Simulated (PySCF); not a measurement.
# C7H5FN2: the cost of one run

Programs: PySCF 2.14.0, with routines of our own; each step states its level. All values are computed. Atoms count from 0.

## 1. The starting structure

15 atoms, charge 0, multiplicity 1; geometry from: GFN2-xTB.

## 2. Magnetic properties: GIAO wB97X-D/pcSseg-1

Job settings and geometry (Å):

```
{"job": {"kind": "mag", "xc": "wB97X-D", "basis": "pcSseg-1", "isotopologues": 0}, "charge": 0, "multiplicity": 1}
N     -0.906830     2.532494     1.605608
C     -1.336801     1.692347     0.963343
C     -1.846405     0.596367     0.165139
C     -0.869507    -0.508982     0.216950
C     -0.329333    -1.546292     0.779552
F     -0.335674    -2.471685     1.716520
C      0.403202    -1.056216    -0.420296
C      1.716919    -0.293595    -0.276063
C      1.798482     0.713158    -1.305958
N      1.822636     1.496504    -2.137458
H     -2.812255     0.283033     0.573206
H     -1.974912     0.942945    -0.864701
H      0.326973    -1.600561    -1.359379
H      2.570050    -0.970896    -0.377384
H      1.769041     0.199369     0.699007
```

Level: GIAO wB97X-D/pcSseg-1 magnetisability, rotational g tensor and spin-rotation constants, non-relativistic, gas phase.

Started as:

```
> OMP_NUM_THREADS=1 python excited_run.py task.json out
```

The driver reads the jobs from task.json and runs them one after another.

**Question.** How long does this first job take on 1 thread of Arm Neoverse V1, shared host, and how much memory does it need?

About 45 s, with a peak of 0.88 GiB.
